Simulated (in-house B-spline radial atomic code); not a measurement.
**Ho²⁺: ionisation energy by several methods**

The task here is to estimate one member of a computed series from the others.

Program: in-house B-spline radial atomic code version 1. Level of theory: scalar-relativistic (X2C), several functionals, spin-polarised, exact exchange averaged over the configuration; spherical all-electron atom at the radial basis limit. These are calculated values, not measurements, unless marked.

### The atom as given

- element: holmium (Z = 67)
- charge: +2
- electrons: 65
- configuration: [Xe] 4f11
- nucleus: Fermi, rms radius 5.202 fm

The outer shells:

[Xe] 4f11
```
[Xe] core
4f [↑↓][↑↓][↑↓][↑↓][↑ ][↑ ][↑ ]
```

Where spins are not typed, each open shell is filled with up spins first.

Set-up of the first run:

Settings, as recorded:

```ini
Z = 67
electrons = 65.0
configuration = [Xe] 4f11
hamiltonian = x2c
method = camb3lyp
spin_polarised = True
nucleus = fermi
rms_radius = 5.2022
mass_number = 165
atomic_mass = 164.930329116
speed_of_light = 137.035999084
exact_exchange = averaged over the configuration
```

Command:

```bash
python run_scf.py task.json out
```

The settings of every run stand in task.json; they run in order.

Steps of the session up to this table: CAM-B3LYP; B97-1; HSE06; PBE0; ωB97X.

One of the session's tables, all rows but one given; the rest of the session is left out.

```
   method  ΔSCF (eV)
    B97-1          ?
     PBE0     23.263
CAM-B3LYP     23.453
    HSE06     23.206
    ωB97X     23.265
```

**Question.** Estimate the row for B97-1.

The run gave: ΔSCF (eV): 23.405. In the column «ΔSCF (eV)» it lies between ωB97X (23.265) and CAM-B3LYP (23.453).
